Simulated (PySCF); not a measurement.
# C₄H₇NSSi: runs on many settings

Which settings matter for C₄H₇NSSi (`[SiH3]Cc1cnsc1`)?

The runs use PySCF 2.14.0, with density-fitted response routines of our own; the level of theory stands in each step. All values are computed, except where a source is named. Atoms are numbered from 0 throughout.

### 1 The starting structure

14 atoms, charge 0, multiplicity 1; geometry from: GFN2-xTB.

Bonds of the start (Å): Si0–C1 1.91, C1–C2 1.48, C2–C3 1.42, C3–N4 1.30, N4–S5 1.63, S5–C6 1.72, C6–C2 1.37, Si0–H7 1.46, Si0–H8 1.46, Si0–H9 1.46, C1–H10 1.09, C1–H11 1.09, C3–H12 1.08, C6–H13 1.07.

### 2 NMR shieldings: PBE0/pcSseg-1

Job settings and geometry (Å):

```
{"job": {"kind": "nmr", "xc": "PBE0", "basis": "pcSseg-1"}, "charge": 0, "multiplicity": 1}
Si    -1.931326    -0.078044     0.724790
C     -0.685408    -0.627687    -0.620156
C      0.645633    -0.017461    -0.380672
C      1.630878    -0.542750     0.490662
N      2.731820     0.146018     0.611954
S      2.680058     1.492164    -0.307660
C      1.110382     1.154760    -0.911064
H     -2.047512     1.379608     0.678347
H     -3.219428    -0.707023     0.433363
H     -1.435833    -0.503450     2.033062
H     -0.591825    -1.714045    -0.609928
H     -1.054130    -0.337744    -1.604461
H      1.533045    -1.461007     1.044552
H      0.632969     1.816189    -1.604958
```

Method: GIAO PBE0/pcSseg-1 NMR shielding, non-relativistic, gas phase.

Launch:

```console
OMP_NUM_THREADS=1 python probes_run.py task.json out
```

The driver reads the jobs from task.json and runs them one after another.

Standard output:

```text
coarse grid: 13000 points
cycle   1  E = -898.4108082439  dE =  1.086e+00  |g| = 3.502e-01  |ddm| = 3.689e+00
cycle   2  E = -898.3891402795  dE =  2.167e-02  |g| = 4.584e-01  |ddm| = 8.987e-01
cycle   3  E = -898.4397396688  dE = -5.060e-02  |g| = 1.019e-01  |ddm| = 5.597e-01
cycle   4  E = -898.4419052662  dE = -2.166e-03  |g| = 4.357e-02  |ddm| = 1.302e-01
cycle   5  E = -898.4423699225  dE = -4.647e-04  |g| = 1.186e-02  |ddm| = 5.661e-02
cycle   6  E = -898.4424006173  dE = -3.069e-05  |g| = 6.247e-03  |ddm| = 1.945e-02
cycle   7  E = -898.4424095397  dE = -8.922e-06  |g| = 1.291e-03  |ddm| = 5.909e-03
final grid: 117104 points
cycle   8  E = -898.4840006931  dE = -2.108e-05  |g| = 8.708e-03  |ddm| = 3.145e-02
cycle   9  E = -898.4839775503  dE =  2.314e-05  |g| = 1.290e-02  |ddm| = 2.096e-02
cycle  10  E = -898.4840183240  dE = -4.077e-05  |g| = 1.287e-03  |ddm| = 1.387e-02
cycle  11  E = -898.4840187440  dE = -4.199e-07  |g| = 3.839e-04  |ddm| = 1.694e-03
cycle  12  E = -898.4840187798  dE = -3.586e-08  |g| = 1.122e-04  |ddm| = 4.737e-04
cycle  13  E = -898.4840187824  dE = -2.535e-09  |g| = 5.791e-05  |ddm| = 1.534e-04
cycle  14  E = -898.4840187830  dE = -6.696e-10  |g| = 1.796e-05  |ddm| = 5.693e-05
converged SCF energy = -898.4840187830

GIAO shielding tensors (ppm)
atom      isotropic    diamagn.    paramagn.     s11        s22        s33       span
  0 Si     412.335     879.406    -467.071    374.500    400.195    462.311     87.811
  1 C      175.434     248.802     -73.369    161.871    169.527    194.903     33.032
  2 C       46.525     259.479    -212.954    -26.657     23.473    142.759    169.415
  3 C       26.074     250.304    -224.230    -54.675     23.392    109.506    164.181
  4 N      -84.141     328.933    -413.074   -346.858   -134.743    229.179    576.037
  5 S      108.284    1057.332    -949.048    -80.372    199.938    205.287    285.658
  6 C       35.850     255.112    -219.262    -57.033     29.278    135.305    192.337
  7 H       27.951      29.329      -1.378     24.206     27.204     32.445      8.239
  8 H       27.542      28.637      -1.094     24.510     24.606     33.511      9.000
  9 H       27.844      29.248      -1.404     24.061     27.045     32.427      8.365
 10 H       29.223      30.395      -1.172     24.488     27.819     35.362     10.873
 11 H       29.161      30.608      -1.447     23.850     28.557     35.077     11.227
 12 H       23.393      31.125      -7.732     20.068     23.536     26.576      6.508
 13 H       23.718      32.595      -8.877     21.623     22.806     26.725      5.101
```

Run time: 28 s. Hardware: 1 thread of Arm Neoverse V1, shared host; peak memory 0.75 GiB.

The references, computed at this level on geometries of the same kind, shield at (ppm): 1H TMS 31.72, 13C TMS 186.9, 29Si TMS 349.2, 15N NH3 267.7, 33S CS2 504. Their shielding less the atom's gives the shift. The references are single molecules in the gas phase, so shifts against H2O, NH3, PH3, H3PO4 or CFCl3 are not on the usual liquid scales and can be off by tens of ppm. Atoms listed in one row are averaged.

```csv
atoms,environment,σ (ppm),δ (ppm),δ scaled to CDCl3
C3,aromatic CH next to a ring nitrogen,26.1,160.9,155.1
C6,aromatic CH next to the ring sulfur,35.8,151.1,141.1
C2,substituted aromatic carbon,46.5,140.4,135.1
C1,"sp3 CH2 bonded to Si, on an aromatic ring",175.4,11.5,9.3
H12,hydrogen on an aromatic CH next to a ring nitrogen,23.39,8.32,7.95
H13,hydrogen on an aromatic CH next to the ring sulfur,23.72,8.00,7.65
"H7, H8, H9",hydrogen on a silicon bonded to C,27.78,3.94,–
"H10, H11","hydrogen on an sp3 CH2 bonded to Si, on an aromatic ring",29.19,2.52,2.49
Si0,"silicon bonded to C, 3 H",412.3,-63.2,–
N4,pyridine-type nitrogen of an azole,-84.1,351.9,–
S5,aromatic ring sulfur,108,395,–
```

The scaled column applies a straight-line fit of computed shieldings to shifts measured in CDCl3, with any fitted terms for Cl, Br or S neighbours (root-mean-square error 0.16 ppm for H, 1.9 ppm for C).

The run also stored atomic charges by several schemes (e):

```csv
atoms,Mulliken,IAO,Hirshfeld,ESP fit
Si0,0.53,0.62,0.32,0.53
C1,-0.37,-0.54,-0.15,-0.39
C2,-0.30,-0.05,-0.02,0.07
C3,0.19,-0.05,-0.01,0.17
N4,-0.47,-0.45,-0.20,-0.43
S5,0.41,0.51,0.16,0.21
C6,-0.26,-0.35,-0.09,-0.35
```

Mayer bond orders: Si0–C1 0.89, C1–C2 1.02, C2–C3 1.25, C3–N4 1.60, N4–S5 1.19, S5–C6 1.19, C6–C2 1.53.

Ring of atoms C2, C3, N4, S5, C6: NICS(0) -12.7, NICS(1) -11.9, NICS(1)zz -29.3 ppm (means of both faces).

Orbitals, density, ELF and potential are computed afterwards from the orbital file.

Frontier orbitals at PBE0/pcSseg-1, with the share of their density that lies nearest to each atom:

```csv
orbital,energy (eV),lies on
HOMO,-7.15,"S5 28 %; C2 24 %; C3, C6 about 10 % each"
LUMO,-0.88,N4 23 %; C6 22 %; S5 21 %
```

ELF in a plane through or near 6 of the atoms.

Values, 10 rows by 14 columns:
```
0.00 0.00 0.00 0.00 0.00 0.00 0.00 0.00 0.00 0.00 0.00 0.00 0.00 0.00
0.00 0.00 0.00 0.00 0.00 0.02 0.01 0.00 0.00 0.00 0.00 0.00 0.00 0.00
0.00 0.00 0.00 0.01 0.06 0.98 0.98 0.01 0.00 0.00 0.00 0.00 0.00 0.00
0.00 0.03 0.59 0.58 0.31 0.91 0.79 0.01 0.03 0.05 0.04 0.05 0.00 0.00
0.00 0.22 0.89 0.86 0.77 0.41 0.82 0.35 0.68 0.25 0.90 1.00 0.59 0.00
0.00 0.02 0.15 0.50 0.47 0.46 0.43 0.58 0.89 0.10 0.98 1.00 0.86 0.00
0.00 0.00 0.24 0.87 0.76 0.33 0.61 0.02 0.11 0.32 0.22 0.41 0.04 0.00
0.00 0.00 0.04 0.46 0.06 0.92 1.00 0.06 0.01 0.09 0.02 0.00 0.00 0.00
0.00 0.00 0.00 0.00 0.00 0.24 0.47 0.00 0.00 0.00 0.00 0.00 0.00 0.00
0.00 0.00 0.00 0.00 0.00 0.00 0.00 0.00 0.00 0.00 0.00 0.00 0.00 0.00
```
The map spans 11.8 Å across and 9.6 Å up, centred on the molecule. Atoms in the plane (x, y in Å): C2 (-0.7, 0.1), C3 (-1.4, -1.1), C6 (-1.4, 1.1), H8 (3.3, 0.0), H12 (-1.0, -2.1), H13 (-1.2, 2.2).

On the surface of density 0.002 e/bohr³ the electrostatic potential runs, from the 1st to the 99th percentile, from -1.67 V near N4 to 1.26 V near H13.

### 3 Ultraviolet spectrum: PBE0/def2-SVPD

Settings changed since step 2:

```diff
@@ -1,2 +1,2 @@
-{"job": {"kind": "nmr", "xc": "PBE0", "basis": "pcSseg-1"}, "charge": 0, "multiplicity": 1}
+{"job": {"kind": "uv", "xc": "PBE0", "basis": "def2-SVPD", "nstates": 6, "ntriplets": 2}, "charge": 0, "multiplicity": 1}
 Si    -1.931326    -0.078044     0.724790
```

With the program's defaults for keys left out, this is: TDDFT PBE0/def2-SVPD, vertical, gas phase, core orbitals frozen in the response.

Standard output:

```text
coarse grid: 13000 points
cycle   1  E = -898.0593468253  dE =  1.030e+00  |g| = 3.338e-01  |ddm| = 6.341e+00
cycle   2  E = -898.0350170127  dE =  2.433e-02  |g| = 4.538e-01  |ddm| = 1.656e+00
cycle   3  E = -898.0872766122  dE = -5.226e-02  |g| = 9.979e-02  |ddm| = 1.197e+00
cycle   4  E = -898.0894285563  dE = -2.152e-03  |g| = 4.396e-02  |ddm| = 2.730e-01
cycle   5  E = -898.0899135095  dE = -4.850e-04  |g| = 1.213e-02  |ddm| = 1.175e-01
cycle   6  E = -898.0899482292  dE = -3.472e-05  |g| = 6.268e-03  |ddm| = 3.576e-02
cycle   7  E = -898.0899575446  dE = -9.315e-06  |g| = 1.231e-03  |ddm| = 1.142e-02
final grid: 117104 points
cycle   8  E = -898.1883721108  dE = -1.912e-05  |g| = 8.771e-03  |ddm| = 1.227e-01
cycle   9  E = -898.1883431465  dE =  2.896e-05  |g| = 1.349e-02  |ddm| = 4.196e-02
cycle  10  E = -898.1883913530  dE = -4.821e-05  |g| = 1.425e-03  |ddm| = 2.789e-02
cycle  11  E = -898.1883919087  dE = -5.557e-07  |g| = 3.142e-04  |ddm| = 3.553e-03
cycle  12  E = -898.1883919332  dE = -2.445e-08  |g| = 1.158e-04  |ddm| = 8.621e-04
cycle  13  E = -898.1883919360  dE = -2.823e-09  |g| = 5.604e-05  |ddm| = 3.493e-04
cycle  14  E = -898.1883919366  dE = -6.480e-10  |g| = 1.804e-05  |ddm| = 1.093e-04
converged SCF energy = -898.1883919366

Static polarisability (au): isotropic 96.488, principal 74.247 90.233 124.985

Singlet excitations
state   eV       nm        f      main configurations
  1   5.3940    229.9   0.13335   H->L 0.93
  2   5.5804    222.2   0.00259   H-2->L 0.98
  3   5.9548    208.2   0.00023   H->L+1 0.72, H->L+2 0.22
  4   6.1440    201.8   0.04323   H-1->L 0.89
  5   6.4020    193.7   0.00552   H->L+2 0.63, H->L+1 0.25
  6   6.5504    189.3   0.00339   H-1->L+1 0.54, H-1->L+2 0.32, H->L+2 0.10

Triplet excitations (Tamm-Dancoff, eV): 3.9290 4.2169
```

Wall time 37 s (1 thread of Arm Neoverse V1, shared host); peak memory 0.83 GiB.

The orbitals next to the gap, with their largest atomic shares:

```csv
orbital,eV,atoms
HOMO−3,-9.77,"Si0 27 %, H7 16 %, H8 15 %"
HOMO−2,-8.29,"N4 62 %, C3 10 %, S5 10 %"
HOMO−1,-7.81,"C6 26 %, N4 24 %, S5 21 %"
HOMO,-7.13,"S5 26 %, C2 21 %, C6 12 %"
LUMO,-0.96,"S5 22 %, C6 22 %, N4 22 %"
LUMO+1,0.13,"S5 33 %, Si0 17 %, C1 7 %"
LUMO+2,0.45,"S5 41 %, Si0 15 %, N4 7 %"
```

With each of the 6 states as a Gaussian band of 0.4 eV half-width at 1/e, the curve within the window shown has maxima at 229 nm (ε 5,500) L/(mol cm). Beyond the last state computed it falls off for lack of states. The curve at chosen wavelengths:

```csv
nm,ε (L/mol/cm)
181,219
184,412
187,693
190,1047
193,1428
196,1769
199,2010
203,2156
206,2211
209,2331
212,2613
215,3096
218,3740
221,4438
224,5048
227,5440
230,5535
233,5320
236,4842
240,3945
243,3202
246,2488
249,1857
252,1335
255,927
258,624
```

Leading natural transition orbitals of singlet state 1: the hole lies on S5 28 %; C2 23 %; C3, C6 about 10 % each; the particle on N4 23 %; S5 21 %; C6 19 %.

Ground-state properties from the same run:

```csv
property,computed
dipole moment (D),2.71
polarisability (Å³),14.30
HOMO–LUMO gap (eV),6.17
−ε(HOMO) (eV),7.13
```

[end of part 1 of 2]
